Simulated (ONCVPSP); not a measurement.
# N: the cost of one run

The numbers are computed with ONCVPSP 4.0.1.1 (patched build) (PBE, scalar-relativistic, spin-unpolarised reference atom).

## 1. Settings

The settings as typed:

```
element                 : nitrogen (N, Z = 7)
type                    : optimised norm-conserving Vanderbilt (ONCV)
frozen core             : [He]
valence charge          : 5
reference configuration : 2s2 2p3
partial waves           : 2s: rc 1.05 bohr, ncon 3, nbas 8, qcut 6.9 1/bohr, 2 projectors, debl 3.6 Ha; 2p: rc 1.50 bohr, ncon 4, nbas 9, qcut 7.6 1/bohr, 2 projectors, debl 3.9 Ha; d scattering state at 0.03 Ha: rc 1.20 bohr, ncon 3, nbas 7, qcut 7.9 1/bohr, 2 projectors, debl 1.2 Ha
local potential         : polynomial inside 0.95 bohr (lpopt 5, dvloc0 1 Ha)
core correction         : not asked for
```

The nodes and maxima of the atom's own shells, from an earlier all-electron run, set the scale for the radii.

All-electron outer shells of the reference configuration (PBE, scalar-relativistic, ld1.x):

| shell | level (eV) | outermost node (bohr) | outermost maximum (bohr) |
| --- | --- | --- | --- |
| 1s | -384.72 | – | 0.15 |
| 2s | -18.58 | 0.32 | 1.02 |
| 2p | -7.09 | – | 0.98 |

## 2. The generation run

N.dat reads:

```
# ATOM AND REFERENCE CONFIGURATION
# atsym  z   nc   nv     iexc    psfile
  N 7.00    1    2        4      upf
#
#   n    l    f
    1    0    2.00
    2    0    2.00
    2    1    3.00
#
# PSEUDOPOTENTIAL AND OPTIMIZATION
# lmax
    2
#
#   l,   rc,      ep,       ncon, nbas, qcut
    0    1.05    0.00    3    8    6.90
    1    1.50    0.00    4    9    7.60
    2    1.20    0.03    3    7    7.90
#
# LOCAL POTENTIAL
# lloc, lpopt,  rc(5),   dvloc0
    4    5    0.95    1.00
#
# VANDERBILT-KLEINMAN-BYLANDER PROJECTORs
# l, nproj, debl
    0    2    3.60
    1    2    3.90
    2    2    1.20
#
# MODEL CORE CHARGE
# icmod, fcfact, rcfact
    0    0.00    0.00
#
# LOG DERIVATIVE ANALYSIS
# epsh1, epsh2, depsh
   -2.00    5.00    0.02
#
# OUTPUT GRID
# rlmax, drl
    6.00    0.01
#
# TEST CONFIGURATIONS
# ncnf
    4
# nvcnf
#   n    l    f
    2
    2    0    2.00
    2    1    2.00
#
    2
    2    0    2.00
    2    1    1.00
#
    2
    2    0    2.00
    2    1    0.00
#
    2
    2    0    0.00
    2    1    5.00
#
```

Command:

```sh
$ oncvpsp.x < N.dat > N.out
```

**Question.** How long does this run take on 1 thread of Neoverse-V2, shared host?

About 2.7 s.
